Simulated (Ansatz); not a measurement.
Consider cell relaxations under several functionals of HfO₂, space group Fm-3m (Ansatz's Python interface).

Script `lattice.py`:
```python
import warnings

import ansatz
import numpy as np

FILLING = 'Fixed'
FORCE_TOL = 0.01

def edges_and_angles(cell):
    cell = np.asarray(cell)
    a, b, c = np.linalg.norm(cell, axis=1)
    cosines = cell[1] @ cell[2] / (b * c), cell[0] @ cell[2] / (a * c), cell[0] @ cell[1] / (a * b)
    return (a, b, c, *np.degrees(np.arccos(cosines)))

warnings.simplefilter('ignore', ansatz.DeckWarning)

vectors = np.array([
    [0.0, 2.5575, 2.5575],
    [2.5575, 0.0, 2.5575],
    [2.5575, 2.5575, 0.0],
])
xtal = (
    ansatz.Lattice.of(vectors)
    .atom('Hf', (0.0, 0.0, 0.0))
    .atom('O', (0.25, 0.25, 0.25))
    .atom('O', (0.75, 0.75, 0.75))
)

setup = (
    xtal.calculation()
    .kpoints(6, center='gamma')
    .occupations(FILLING)
    .relax(cell=True, force_tolerance=FORCE_TOL)
)

levels = [('r2scan', 'none'), ('pbe', 'd3bj'), ('rpbe', 'none'), ('pbe', 'd4')]
print('level            a       b       c    alpha   beta  gamma  V/atom  steps')
for name, dispersion in levels:
    seen = []
    run = setup.functional(name, dispersion=dispersion).session().plan()
    out = run.execute(on_event=lambda e: seen.append(e) if e['event'] == 'relax_step' else None)
    cell = out.lattice.cell_ang
    label = name if dispersion == 'none' else f'{name}+{dispersion}'
    print('{:13s} {:7.4f} {:7.4f} {:7.4f} {:6.2f} {:6.2f} {:6.2f}'.format(label, *edges_and_angles(cell)), f'{abs(np.linalg.det(cell)) / len(out.lattice.sites):7.3f} {len(seen):5d}')
```

Rank the levels of theory by the volume of the relaxed cell.

From smallest to largest: r2SCAN (10.79 Å³ an atom, -3.3 % against the start), PBE+D3BJ (10.88 Å³ an atom, -2.5 % against the start), PBE+D4 (10.89 Å³ an atom, -2.3 % against the start) and RPBE (11.27 Å³ an atom, +1.1 % against the start). The spread is 4.5 % in volume.

The output:

`python lattice.py` gives:
```text
level            a       b       c    alpha   beta  gamma  V/atom  steps
r2scan         3.5768  3.5768  3.5768  60.00  60.00  60.00  10.786     5
pbe+d3bj       3.5871  3.5871  3.5871  60.00  60.00  60.00  10.879     7
rpbe           3.6298  3.6298  3.6298  60.00  60.00  60.00  11.272     6
pbe+d4         3.5887  3.5887  3.5887  60.00  60.00  60.00  10.893     6
```

What to keep in mind:
- The run is spin-unpolarised.
- Forces vanish by symmetry, so the ions can't move, and the end may be a saddle.
- Edges and angles are those of the cell as typed, here a primitive one, not of the conventional cell.
- This is a high-temperature or high-pressure form, not the ambient phase.
- Spin-orbit coupling, which matters for elements this heavy, is left out.
- The structure is a deposited one; some such entries were measured under pressure or heat, so a shift against it needn't be the functional's error alone.
- The whole script took 25 s on 1 thread of Arm Neoverse V2, on a shared host, peak memory 0.46 GiB.
